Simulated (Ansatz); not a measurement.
Geometry optimisation, DFT PBE, scalar-relativistic, plane waves, PAW (Ansatz).

Input:

```yaml
crystal:
  lattice:
    - [6.32, 0.0, 0.0]
    - [0.0, 6.32, 0.0]
    - [0.0, 0.0, 6.32]
  atoms:
    - { symbol: W, position: [0.0, 0.0, 0.0] }
    - { symbol: W, position: [0.5, 0.0, 0.0] }
    - { symbol: W, position: [0.0, 0.5, 0.0] }
    - { symbol: W, position: [0.0, 0.0, 0.5] }
    - { symbol: Mo, position: [0.5, 0.5, 0.0] }
    - { symbol: W, position: [0.5, 0.0, 0.5] }
    - { symbol: W, position: [0.75, 0.25, 0.25] }
    - { symbol: W, position: [0.0, 0.5, 0.5] }
    - { symbol: W, position: [0.25, 0.75, 0.25] }
    - { symbol: W, position: [0.25, 0.25, 0.75] }
    - { symbol: W, position: [0.5, 0.5, 0.5] }
    - { symbol: W, position: [0.75, 0.75, 0.25] }
    - { symbol: W, position: [0.75, 0.25, 0.75] }
    - { symbol: W, position: [0.25, 0.75, 0.75] }
    - { symbol: W, position: [0.75, 0.75, 0.75] }
basis:
  ecutwfc: 420.0
kpoints:
  mp_grid: { grid: [3, 3, 3] }
hamiltonian:
  xc: pbe
  pseudopotentials: { kind: paw, azcp: { folder: soft_1 } }
scf:
  occupations: { method: gaussian, width: 0.1 }
  lower_state_search: "off"
relax:
  f_tol: 0.03
  max_steps: 60
  adjacent_minimum: "off"
```

Command:

```bash
$ ansatz run input.yaml --threads 4 --pin off --max-ram 10240MiB --backend cpu --events-out ev --progress --plain --runs-dir out
```

Problem. Where does it end, and by what steps?

Solution. It converged. Limits of this set-up: coarse k mesh, a small cell, in which the defect meets its images, a typed lattice constant that wasn't relaxed here. After 2 steps the energy has fallen by 0.059 eV; W6 moved furthest, 0.03 Å.

```csv
step,energy less start (eV),largest force component (eV/Å),accepted
0,0.0000,0.340,yes
1,0.6015,1.016,no
2,-0.0586,0.017,yes
```

```xyz
15
Lattice="6.3200 0.0000 0.0000 0.0000 6.3200 0.0000 0.0000 0.0000 6.3200" Properties=species:S:1:pos:R:3
W 0.017 0.017 0.016
W 3.146 0.014 0.014
W 0.014 3.146 0.014
W 0.015 0.015 3.145
Mo 3.145 3.145 0.015
W 3.144 0.017 3.143
W 4.739 1.582 1.578
W 0.017 3.144 3.143
W 1.582 4.739 1.578
W 1.582 1.582 4.741
W 3.146 3.146 3.146
W 4.739 4.739 1.580
W 4.739 1.580 4.741
W 1.580 4.739 4.741
W 4.738 4.738 4.742
```

Whether the end is a true minimum wasn't checked by a vibrational analysis.

The run took 14 s on 4 threads of Arm Neoverse V1, on a shared host, peak memory 0.9 GiB.
